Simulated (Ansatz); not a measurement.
# AsS radical: basis-set convergence

An exercise on one series of results from a longer session: the logs are not shown, and one member is left open.

Method: one geometry, several basis sets; program: Ansatz 0.2.0, Gaussian basis.

The runs, in order: PBE0-D4/def2-SVP; ωB97M-V/def2-SVP; PBE0-D4/def2-QZVPP; ωB97M-V/def2-QZVPP; the functionals' def2-TZVPP values are taken from earlier runs.

## Structure used throughout

All runs share one geometry, relaxed beforehand with PBE0-D4 in a triple-zeta def2 set.

2 atoms, charge 0, spin multiplicity 2.

Atoms are counted from 1 here; the program's logs count them from 0.

Bond lengths: S1–As2 2.011 Å.

The first run:

in.yaml reads:

```yaml
crystal:
  periodic: [false, false, false]
  atoms:
    - {symbol: S, position_ang: [0.858098, -0.284322, 0.440319]}
    - {symbol: As, position_ang: [-0.858098, 0.284322, -0.440319]}
basis:
  gaussian: {orbitals: def2-SVP}
magnetization: {spin_polarized: true, initial_magnetization: 1}
hamiltonian: {xc: pbe0, dispersion: d4}
output: {orbitals: {seedname: orbitals}}
```

On the command line:

```sh
> ansatz run in.yaml --threads 2 --pin off --events-out ev --progress --plain --max-ram 32768MiB --backend cpu
```

Steps of the session up to this table: PBE0-D4 in def2-SVP; ωB97M-V in def2-SVP; PBE0-D4 in def2-QZVPP; ωB97M-V in def2-QZVPP.

One of the session's tables, all rows but one given; the rest of the session is left out.

It belongs to the step «Density functionals: the series». 

| functional | basis | HOMO (eV) | LUMO (eV) |
| --- | --- | --- | --- |
| PBE0-D4 | def2-SVP | -5.52 | -3.58 |
| PBE0-D4 | def2-TZVPP | -5.64 | -3.66 |
| PBE0-D4 | def2-QZVPP | -5.70 | -3.72 |
| ωB97M-V | def2-SVP | ? | ? |
| ωB97M-V | def2-TZVPP | -7.53 | -1.56 |
| ωB97M-V | def2-QZVPP | -7.60 | -1.66 |

Estimate the missing values for ωB97M-V, def2-SVP.

As computed: HOMO (eV): -7.40; LUMO (eV): -1.42. In the column «HOMO (eV)» it lies between ωB97M-V, def2-TZVPP (-7.53) and PBE0-D4, def2-QZVPP (-5.70).
